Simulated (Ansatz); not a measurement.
# CH₂O₂Si: small, medium and large basis sets

The task here is to estimate one member of a computed series from the others.

Program: Ansatz 0.2.0, Gaussian basis. Level of theory: one geometry, several basis sets. These are calculated values, not measurements.

Levels to be run: PBE0-D4/def2-SVP; ωB97M-V/def2-SVP; PBE0-D4/def2-QZVPP; ωB97M-V/def2-QZVPP; the functionals' def2-TZVPP values are taken from earlier runs.

## The geometry

The geometry comes from an earlier relaxation with PBE0-D4 in a triple-zeta def2 set; it is a stationary point.

SMILES `O=C1O[SiH2]1`, 6 atoms, charge 0, spin multiplicity 1.

Atoms are counted from 1 here; the program's logs count them from 0.

Bond lengths: O1–C2 1.180 Å, C2–O3 1.369 Å, C2–Si4 1.819 Å, O3–Si4 1.720 Å, Si4–H5 1.478 Å, Si4–H6 1.478 Å. Angles: O1–C2–O3 131.0°, O1–C2–Si4 165.6°, O3–C2–Si4 63.5°, C2–O3–Si4 71.1°, C2–Si4–O3 45.4°, C2–Si4–H5 123.4°, C2–Si4–H6 123.4°, O3–Si4–H5 115.4°, O3–Si4–H6 115.4°, H5–Si4–H6 112.8°.

Set-up of the first run:

in.yaml

```yaml
crystal:
  periodic: [false, false, false]
  atoms:
    - {symbol: O, position_ang: [1.262371, -1.666579, 0.916653]}
    - {symbol: C, position_ang: [0.559832, -0.862170, 0.414520]}
    - {symbol: O, position_ang: [-0.629737, -0.998145, -0.249641]}
    - {symbol: Si, position_ang: [-0.201567, 0.667204, -0.211303]}
    - {symbol: H, position_ang: [0.133837, 1.265883, -1.520621]}
    - {symbol: H, position_ang: [-1.082637, 1.529708, 0.604192]}
basis:
  gaussian: {orbitals: def2-SVP}
hamiltonian: {xc: pbe0, dispersion: d4}
output: {orbitals: {seedname: orbitals}}
```

On the command line:

```bash
$ ansatz run in.yaml --threads 2 --pin off --events-out ev --progress --plain --max-ram 4352MiB
```

Steps of the session up to this table: PBE0-D4 in def2-SVP; ωB97M-V in def2-SVP; PBE0-D4 in def2-QZVPP; ωB97M-V in def2-QZVPP.

One table of the session follows, with a row left open; its other results are not shown here.

It belongs to the step «Functionals by basis». 

| functional | basis | HOMO (eV) |
| --- | --- | --- |
| PBE0-D4 | def2-SVP | -7.41 |
| PBE0-D4 | def2-TZVPP | -7.49 |
| PBE0-D4 | def2-QZVPP | -7.53 |
| ωB97M-V | def2-SVP | ? |
| ωB97M-V | def2-TZVPP | -9.71 |
| ωB97M-V | def2-QZVPP | -9.74 |

Q: Estimate the row for ωB97M-V, def2-SVP from the others.

As computed: HOMO (eV): -9.59. In the column «HOMO (eV)» it lies between ωB97M-V, def2-TZVPP (-9.71) and PBE0-D4, def2-QZVPP (-7.53).
